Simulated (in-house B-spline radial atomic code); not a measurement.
# Ti²⁺: a test of the box radius

How far can the box radius be changed before the Ti²⁺ run goes wrong?

The numbers are computed with in-house B-spline radial atomic code version 1 (non-relativistic AM05, spin-polarised, spherical fractional occupations, point nucleus, basis-set limit), except any that are marked as measured or tabulated.

## 1. Starting point

```
element       : titanium (Z = 22)
charge        : +2
electrons     : 20
configuration : [Ar] 3d2
Hamiltonian   : non-relativistic
nucleus       : point
```

The outer shells:

[Ar] 3d2
```
[Ar] core
3d [↑ ][↑ ][  ][  ][  ]
```

Where spins are not typed, each open shell is filled with up spins first.

A run counts as converged when the orbital gradient is under the tolerance times 22 hartree (or under the basis's noise floor) and the energy moved by less than 1e-8 hartree times the root of its size. Energy differences under 3e-06 hartree are noise.

The run's settings:

```ini
Z = 22
electrons = 20.0
configuration = [Ar] 3d2
hamiltonian = nr
method = am05
spin_polarised = True
knot_spacing = 0.22
spline_order = 8
gauss_points = 12
box_radius = 22.22
max_iterations = 70
damping = 0.5
damped_steps = 3
diis_vectors = 10
tolerance = 1e-08
start = Thomas-Fermi
```

This reference run was done before. Its total energy is -846.691530 hartree, and its levels are (the highest eight at most):

```tsv
orbital	occupation	energy (eV)	<r> (bohr)
2s down	1	-544.90	0.3280
2p up	3	-458.76	0.2913
2p down	3	-458.27	0.2910
3s up	1	-78.088	1.015
3s down	1	-76.222	1.016
3p up	3	-55.227	1.086
3p down	3	-53.360	1.087
3d up	2	-20.476	1.405
```

## 2. Box radius 0.89

The run's settings:

```ini
Z = 22
electrons = 20.0
configuration = [Ar] 3d2
hamiltonian = nr
method = am05
spin_polarised = True
knot_spacing = 0.22
spline_order = 8
gauss_points = 12
box_radius = 0.89
max_iterations = 70
damping = 0.5
damped_steps = 3
diis_vectors = 10
tolerance = 1e-08
start = Thomas-Fermi
```

On the command line:

```sh
$ python run_scf.py task.json out
```

task.json lists these runs, among others, and the program works through them in turn.

## 3. Box radius 1.33

Changes to the settings of step 2:

```diff
@@ -9,3 +9,3 @@
 gauss_points = 12
-box_radius = 0.89
+box_radius = 1.33
 max_iterations = 70
```

## 4. Box radius 2.22

Changes to the settings of step 3:

```diff
@@ -9,3 +9,3 @@
 gauss_points = 12
-box_radius = 1.33
+box_radius = 2.22
 max_iterations = 70
```

## 5. Box radius 3.33

Changes to the settings of step 4:

```diff
@@ -9,3 +9,3 @@
 gauss_points = 12
-box_radius = 2.22
+box_radius = 3.33
 max_iterations = 70
```

## 6. Box radius 4.44

Changes to the settings of step 5:

```diff
@@ -9,3 +9,3 @@
 gauss_points = 12
-box_radius = 3.33
+box_radius = 4.44
 max_iterations = 70
```

## 7. Box radius 6.67

Changes to the settings of step 6:

```diff
@@ -9,3 +9,3 @@
 gauss_points = 12
-box_radius = 4.44
+box_radius = 6.67
 max_iterations = 70
```

## 8. Box radius 11.11

Changes to the settings of step 7:

```diff
@@ -9,3 +9,3 @@
 gauss_points = 12
-box_radius = 6.67
+box_radius = 11.11
 max_iterations = 70
```

## 9. Box radius 44.44

Changes to the settings of step 8:

```diff
@@ -9,3 +9,3 @@
 gauss_points = 12
-box_radius = 11.11
+box_radius = 44.44
 max_iterations = 70
```

## 10. Box radius 88.88

Changes to the settings of step 9:

```diff
@@ -9,3 +9,3 @@
 gauss_points = 12
-box_radius = 44.44
+box_radius = 88.88
 max_iterations = 70
```

**Question.** Which of these runs converge to the reference energy, which miss it and by about how much, and which fail?

As calculated:

| run | outcome | iterations | energy less the reference (hartree) |
| --- | --- | --- | --- |
| reference | converged | 10 | 0 |
| box radius 0.89 | converged | 7 | +104 |
| box radius 1.33 | converged | 8 | +20.8 |
| box radius 2.22 | converged | 9 | +1.36 |
| box radius 3.33 | converged | 10 | +0.0871 |
| box radius 4.44 | converged | 10 | +0.00954 |
| box radius 6.67 | converged | 10 | +0.000128 |
| box radius 11.11 | converged | 10 | below noise |
| box radius 44.44 | converged | 10 | below noise |
| box radius 88.88 | converged | 10 | below noise |

Of 9 changed inputs, 3 gave the reference energy within 1e-05 hartree and 6 converged to another value. The worst converged miss is +104 hartree (box radius 0.89): so small a box squeezes the electrons and raises the energy.
